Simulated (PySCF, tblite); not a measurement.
**C4HF5: geometry, infrared bands and NMR shifts**

Wanted: the infrared bands and NMR shifts of C4HF5 (`FC1=C(C(F)(F)F)[C@H]1F`), by calculation.

Programs: tblite 0.8.0 and PySCF 2.14.0, with density-fitted response routines of our own. Each step states its level of theory. These are calculated values for one molecule in the gas phase, unless marked as measured. Atoms are numbered from 0 throughout.

## (1) The starting structure

10 atoms, charge 0, multiplicity 1; geometry from: force field or distance geometry start.

Bonds of the start (Å): F0–C1 1.36, C1–C2 1.35, C2–C3 1.48, C3–F4 1.38, C3–F5 1.37, C3–F6 1.41, C2–C7 1.49, C7–F8 1.38, C7–C1 1.50, C7–H9 1.12.

## (2) Relaxing the molecule with GFN2-xTB

Job settings and geometry (Å):

```
{"job": {"kind": "relax", "xc": "GFN2-xTB", "basis": "xTB"}, "charge": 0, "multiplicity": 1}
F     -1.850300     1.836700    -0.472200
C     -1.149700     0.708500    -0.196500
C      0.006900     0.027200    -0.050900
C      1.486100     0.080200    -0.149600
F      1.923100     1.340500    -0.513900
F      1.992700    -0.819200    -1.053100
F      2.047600    -0.101400     1.127900
C     -1.248300    -0.722700     0.227100
F     -1.567300    -0.865600     1.563400
H     -1.632000    -1.479500    -0.504600
```

Command:

```console
$ OMP_NUM_THREADS=1 python probes_run.py task.json out
```

The driver reads the jobs from task.json and runs them one after another.

**Question.** This job is followed by: GFN2-xTB harmonic vibrations, gas phase; GIAO PBE0/pcSseg-1 NMR shielding, non-relativistic, gas phase. Predict these results of the whole session: strongest single infrared mode (GFN2-xTB); zero-point energy (GFN2-xTB); 13C shifts against TMS (PBE0/pcSseg-1); 1H shifts against TMS (PBE0/pcSseg-1); 19F shifts against CFCl3 (PBE0/pcSseg-1, means over atoms taken as alike).

The runs gave:

| quantity | value |
| --- | --- |
| strongest single infrared mode (GFN2-xTB) | 1075 cm⁻¹, 410 km/mol |
| zero-point energy (GFN2-xTB) | 27.9 kcal/mol |
| 13C shifts against TMS (PBE0/pcSseg-1) | 160.2, 126.9, 97.9, 75.3 ppm |
| 1H shifts against TMS (PBE0/pcSseg-1) | 5.36 ppm |
| 19F shifts against CFCl3 (PBE0/pcSseg-1, means over atoms taken as alike) | -73.7, -123.0, -161.7 ppm |

In words: The optimisation took 29 steps and gained 0.469 eV; among the close pairs (by a distance rule), C3–F6 changed most, from 1.407 to 1.336 Å. No mode is imaginary among the 24: a minimum at this level. The strongest single mode, at 1075 cm⁻¹, moves mainly C3. GFN2-xTB is a fitted tight-binding method: band positions and strengths are rough. Its intensities can rank the bands wrongly. At PBE0/pcSseg-1: The largest span, 365 ppm, is at F0, where the paramagnetic term is -176 ppm.
